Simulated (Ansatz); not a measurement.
# SnH2F (SMILES [F][SnH2]): UCCSD(T)/def2-TZVPP (core potential)

What is the vertical doublet–quartet gap of SnH2F at UCCSD(T)/def2-TZVPP (core potential)? 

Program for the calculation: Ansatz 0.2.0.

36 further runs of the same task are left out: 36 set aside as unsound or not needed.

## 1. The system as given

SnH2F has 4 atoms, charge 0, and is taken as a doublet. As SMILES, `[F][SnH2]`. The coordinates come from a PBE0-D4/def2-TZVP relaxation.

Bond lengths: F1–Sn2 1.932 Å, Sn2–H3 1.726 Å, Sn2–H4 1.726 Å. Angles: F1–Sn2–H3 103.3°, F1–Sn2–H4 103.3°, H3–Sn2–H4 113.3°.

## 2. A single-point energy at UCCSD(T)/def2-TZVPP (core potential)

Input file input.yaml:

```yaml
basis:
  gaussian:
    orbitals: def2-TZVPP
crystal:
  periodic: [false, false, false]
  atoms:
    - symbol: F
      position_ang: [-1.552600, -0.190000, 0.640700]
    - symbol: Sn
      position_ang: [0.028300, -0.242200, -0.468300]
    - symbol: H
      position_ang: [1.184100, -1.054400, 0.524100]
    - symbol: H
      position_ang: [0.395700, 1.426200, -0.716700]
magnetization:
  spin_polarized: true
  initial_magnetization: 1
correlation:
  method: ccsd_t
  frozen_orbitals: {F: 1, H: 0, Sn: 4}
accuracy: high
scf:
  omitted_lower_state_checks: [cluster_reference, increment]
```

Command:

```console
$ ansatz run input.yaml --threads 1 --pin off --max-ram 3480MiB --events-out events.jsonl --progress --plain --runs-dir runs
```

The log of the run:

```text
Warning: RAYON_NUM_THREADS=1 ignored (pool sized by the plan → 1); use --threads N
Functional definition: HF
  name "HF"
  exchange = exact_x
  correlation = 0
these checks for a lower state are left out or cut short: cluster_reference, increment
1918 factors; integrals over basis functions are off by at most 3.5e-9 eV
mean field evaluation 1: about -8541.9150 eV, gradient 2.3e1 eV
mean field evaluation 2: about -8541.9218 eV, gradient 2.3e1 eV
mean field evaluation 4: about -8544.0787 eV, gradient 1.9e0 eV
mean field evaluation 8: about -8544.1435 eV, gradient 1.6e-1 eV
mean field -8544.14411236 eV, -313.9915047003 hartree, gradient 7.6e-8 eV, S^2 0.756309; 0 other end points of the search recorded, 0 dependent functions left out
5 core orbitals not correlated: weight in the atoms' cores, before any rotation towards them, 1.000 or more for the frozen orbitals, at most 0.000 for the correlated occupied ones
reference -8544.14411236 eV, -313.9915047003 hartree; 12, 11 occupied and 92, 93 virtual orbitals, 1918 factors
second order -15.31464863 eV of doubles, -0.00000000 eV of singles
cycle   1  -15.01370181 eV  change    3.0e-1 eV  update   1.0e-1
cycle   2  -15.38139253 eV  change   -3.7e-1 eV  update   3.4e-2
cycle   3  -15.48752253 eV  change   -1.1e-1 eV  update   2.0e-2
cycle   4  -15.48290739 eV  change    4.6e-3 eV  update   6.1e-3
cycle   5  -15.47915017 eV  change    3.8e-3 eV  update   3.0e-3
cycle   6  -15.48013851 eV  change   -9.9e-4 eV  update   1.1e-3
cycle   7  -15.48051359 eV  change   -3.8e-4 eV  update   6.2e-4
cycle   8  -15.48039254 eV  change    1.2e-4 eV  update   2.0e-4
cycle   9  -15.48044160 eV  change   -4.9e-5 eV  update   1.0e-4
cycle  10  -15.48046019 eV  change   -1.9e-5 eV  update   3.2e-5
cycle  11  -15.48043915 eV  change    2.1e-5 eV  update   1.4e-5
cycle  12  -15.48044959 eV  change   -1.0e-5 eV  update   5.4e-6
cycle  13  -15.48044750 eV  change    2.1e-6 eV  update   1.9e-6
cycle  14  -15.48044864 eV  change   -1.1e-6 eV  update   8.5e-7
cycle  15  -15.48044934 eV  change   -7.0e-7 eV  update   3.9e-7
cycle  16  -15.48044937 eV  change   -3.0e-8 eV  update   1.9e-7
cycle  17  -15.48044945 eV  change   -8.5e-8 eV  update   1.0e-7
cycle  18  -15.48044943 eV  change    2.2e-8 eV  update   4.9e-8
cycle  19  -15.48044942 eV  change    7.0e-9 eV  update   2.7e-8
cycle  20  -15.48044938 eV  change    4.0e-8 eV  update   7.9e-8
cycle  21  -15.48044937 eV  change    1.0e-8 eV  update   2.2e-8
cycle  22  -15.48044937 eV  change    4.5e-9 eV  update   9.3e-9
cycle  23  -15.48044937 eV  change    2.4e-9 eV  update   3.9e-9
cycle  24  -15.48044937 eV  change   3.1e-11 eV  update   1.8e-9
perturbative correction -0.41688483 eV, -0.0153202350 hartree
Total energy: -8560.04144656 eV, -314.5757209565 hartree
Checks for a lower state left out: cluster_reference, increment
```

It took 2.5 min on 1 thread of Arm Neoverse V1, shared host; peak memory 2 GiB.

## 3. The quartet at the same level

Input file run.yaml:

```yaml
crystal:
  periodic: [false, false, false]
  atoms:
    - {symbol: F, position_ang: [-1.552600, -0.190000, 0.640700]}
    - {symbol: Sn, position_ang: [0.028300, -0.242200, -0.468300]}
    - {symbol: H, position_ang: [1.184100, -1.054400, 0.524100]}
    - {symbol: H, position_ang: [0.395700, 1.426200, -0.716700]}
basis:
  gaussian: {orbitals: def2-TZVPP}
magnetization: {spin_polarized: true, initial_magnetization: 3}
correlation: {method: ccsd_t, frozen_orbitals: {F: 1, H: 0, Sn: 4}}
accuracy: high
scf: {omitted_lower_state_checks: [cluster_reference, increment]}
```

Command:

```console
$ ansatz run run.yaml --threads 1 --pin off --max-ram 3480MiB --events-out events.jsonl --progress --plain --runs-dir runs
```

The log of the run:

```text
Warning: RAYON_NUM_THREADS=1 ignored (pool sized by the plan → 1); use --threads N
Functional definition: HF
  name "HF"
  exchange = exact_x
  correlation = 0
these checks for a lower state are left out or cut short: cluster_reference, increment
1918 factors; integrals over basis functions are off by at most 3.5e-9 eV
mean field evaluation 1: about -8534.8934 eV, gradient 2.1e1 eV
mean field evaluation 2: about -8534.9066 eV, gradient 2.1e1 eV
mean field evaluation 4: about -8537.1928 eV, gradient 3.2e0 eV
mean field evaluation 8: about -8537.5585 eV, gradient 4.4e-1 eV
mean field evaluation 16: about -8537.5990 eV, gradient 2.2e-8 eV
mean field evaluation 32: about -8537.0628 eV, gradient 5.1e0 eV
mean field evaluation 64: about -8537.2031 eV, gradient 3.4e0 eV
mean field evaluation 96: about -8537.4277 eV, gradient 2.0e0 eV
mean field evaluation 128: about -8537.5990 eV, gradient 1.2e-5 eV
mean field -8537.59901338 eV, -313.7509767492 hartree, gradient 1.4e-8 eV, S^2 3.803026; 13 other end points of the search recorded, 0 dependent functions left out
5 core orbitals not correlated: weight in the atoms' cores, before any rotation towards them, 1.000 or more for the frozen orbitals, at most 0.000 for the correlated occupied ones
reference -8537.59901338 eV, -313.7509767492 hartree; 13, 10 occupied and 91, 94 virtual orbitals, 1918 factors
second order -15.26678581 eV of doubles, -0.00000000 eV of singles
cycle   1  -14.74399107 eV  change    5.2e-1 eV  update   1.2e-1
cycle   2  -15.14567362 eV  change   -4.0e-1 eV  update   5.1e-2
cycle   3  -15.29755106 eV  change   -1.5e-1 eV  update   3.9e-2
cycle   4  -15.31346902 eV  change   -1.6e-2 eV  update   1.9e-2
cycle   5  -15.31194822 eV  change    1.5e-3 eV  update   1.5e-2
cycle   6  -15.32613833 eV  change   -1.4e-2 eV  update   1.1e-2
cycle   7  -15.33777805 eV  change   -1.2e-2 eV  update   8.1e-3
cycle   8  -15.33839495 eV  change   -6.2e-4 eV  update   4.9e-3
cycle   9  -15.34066726 eV  change   -2.3e-3 eV  update   3.9e-3
cycle  10  -15.34193289 eV  change   -1.3e-3 eV  update   3.0e-3
cycle  11  -15.34096092 eV  change    9.7e-4 eV  update   2.2e-3
cycle  12  -15.34356103 eV  change   -2.6e-3 eV  update   1.3e-3
cycle  13  -15.34323771 eV  change    3.2e-4 eV  update   6.1e-4
cycle  14  -15.34372876 eV  change   -4.9e-4 eV  update   2.9e-4
cycle  15  -15.34365227 eV  change    7.6e-5 eV  update   1.1e-4
cycle  16  -15.34365644 eV  change   -4.2e-6 eV  update   4.7e-5
cycle  17  -15.34362167 eV  change    3.5e-5 eV  update   2.7e-5
cycle  18  -15.34362979 eV  change   -8.1e-6 eV  update   9.7e-6
cycle  19  -15.34363092 eV  change   -1.1e-6 eV  update   3.7e-6
cycle  20  -15.34363354 eV  change   -2.6e-6 eV  update   1.7e-6
cycle  21  -15.34363384 eV  change   -3.0e-7 eV  update   7.7e-7
cycle  22  -15.34363360 eV  change    2.4e-7 eV  update   5.8e-7
cycle  23  -15.34363321 eV  change    3.9e-7 eV  update   2.9e-7
cycle  24  -15.34363321 eV  change   -6.0e-9 eV  update   1.7e-7
cycle  25  -15.34363313 eV  change    8.3e-8 eV  update   8.4e-8
cycle  26  -15.34363315 eV  change   -2.0e-8 eV  update   6.3e-8
cycle  27  -15.34363277 eV  change    3.8e-7 eV  update   1.1e-7
cycle  28  -15.34363283 eV  change   -6.3e-8 eV  update   5.2e-8
cycle  29  -15.34363281 eV  change    2.3e-8 eV  update   3.8e-8
cycle  30  -15.34363282 eV  change   -1.0e-8 eV  update   2.6e-8
cycle  31  -15.34363284 eV  change   -1.6e-8 eV  update   1.6e-8
cycle  32  -15.34363284 eV  change   -3.1e-9 eV  update   8.8e-9
cycle  33  -15.34363284 eV  change   -1.9e-9 eV  update   4.8e-9
cycle  34  -15.34363284 eV  change   1.7e-11 eV  update   3.2e-9
cycle  35  -15.34363284 eV  change   5.3e-10 eV  update   2.2e-9
cycle  36  -15.34363284 eV  change    3.3e-9 eV  update   1.7e-9
cycle  37  -15.34363284 eV  change   8.9e-10 eV  update   1.1e-9
perturbative correction -0.51256089 eV, -0.0188362654 hartree
Total energy: -8553.45520711 eV, -314.3336811211 hartree
Checks for a lower state left out: cluster_reference, increment
```

Run time: 3.5 min. Hardware: 1 thread of Arm Neoverse V1, shared host; peak memory 2 GiB.

## 4. Outcome

At UCCSD(T)/def2-TZVPP (core potential), 5 core orbitals frozen:

```
                                            quantity          value
                               doublet: total energy  -314.57572 Eh
doublet: correlation energy (5 core orbitals frozen)     -584.2 mEh
                             doublet: (T) correction     -15.32 mEh
          doublet: ⟨S²⟩ of the reference determinant          0.756
                              doublet: T1 diagnostic          0.017
                               quartet: total energy  -314.33368 Eh
quartet: correlation energy (5 core orbitals frozen)     -582.7 mEh
                             quartet: (T) correction     -18.84 mEh
          quartet: ⟨S²⟩ of the reference determinant          3.803
                              quartet: T1 diagnostic          0.039
    vertical energy of the quartet above the doublet       6.586 eV
```

What this shows: At this shape the quartet lies 6.59 eV (635 kJ/mol) above the doublet. The triples (doublet) make up 2.6 % of the correlation energy. The triples (quartet) make up 3.2 % of the correlation energy.
